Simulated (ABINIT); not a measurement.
Runs of ABINIT 10.8.3 (patched build) on SiF. The structure is trigonal, space group R-3m (No. 166). Conventional cell: a = 2.677 Å, b = 2.677 Å, c = 11.695 Å, α = 90.00°, β = 90.00°, γ = 120.00°. Si (site symmetry -3m) is surrounded by 6 F at 2.49 Å and 6 Si at 2.68 Å. Around F (site symmetry -3m) lie 6 Si at 2.49 Å and 6 F at 2.68 Å. The cell was built by a generator and needn't be a form met in nature.

```csv
potentials or basis,cutoff (eV),fine-grid cutoff,gap on the mesh (eV),pressure (GPa)
JTH PAW PBE v2.0,626,1224.51 eV,none,(a)
SG15 NC PBE v1.2,1088,-,none,0.1
PseudoDojo NC SR PBE v0.4.1 standard,1143,-,none,0.1
Ansatz NC PBE,1333,-,none,0.3
SPMS NC PBE v1.0,1088,-,none,0.1
PseudoDojo NC SR PBE v0.4 stringent,1143,-,none,0.1
PseudoDojo NC SR PBE v0.5 standard,1143,-,none,0.1
PseudoDojo NC SR PBE v0.5 stringent,1143,-,none,0.1
```

Alike in all rows: task single point; level PBE; no spin polarisation; cell as given; k mesh 12 × 12 × 12; smearing fermi-dirac 0.05 eV.

Fill in the values left out.

(a) 0.0.

Caveats: an odd number of electrons without spin polarisation forces a metal; a magnetic or distorted state may lie lower.

A gap of «none» marks a metal or a gap under the smearing width.
